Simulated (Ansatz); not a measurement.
The system is CS2.

```
S C
1.0
     3.64579   -2.99431    0.00000
     3.64579    2.99431    0.00000
     0.00000    0.00000    9.85126
S C
4 2
Cartesian
  3.6458 1.9073 8.7368
  3.6458 1.0871 3.8111
  3.6458 -1.0871 6.0401
  3.6458 -1.9073 1.1145
  3.6458 0.0000 4.9256
  0.0000 0.0000 0.0000
```

The cell comes from a database or a generator and needn't be the stable form of this composition.

Base run:

| Item | Value |
| --- | --- |
| Program | Ansatz 0.2.0 |
| Functional | r2SCAN |
| Potentials or basis | Ansatz PAW |
| Cutoff | 500 eV |
| Density cutoff | 2000 eV |
| k mesh | 6 × 6 × 4 |
| Occupations | fixed |
| Spin | no spin polarisation |

Its results: band gap on the k mesh 3.75 eV, direct.

Task: The run is repeated on the same cell with these changes: functional from r2SCAN to PBE; cutoff from 500 eV to 420 eV; density cutoff from 2000 eV to 1680 eV; potential files from those of the base run to others of the same set. What comes out?

Result: Band gap on the k mesh 3.41 eV, direct.

r2SCAN gives the wider gap, since meta-GGAs in the generalised Kohn-Sham scheme recover part of the derivative discontinuity.

Not every run made on this cell is shown here.
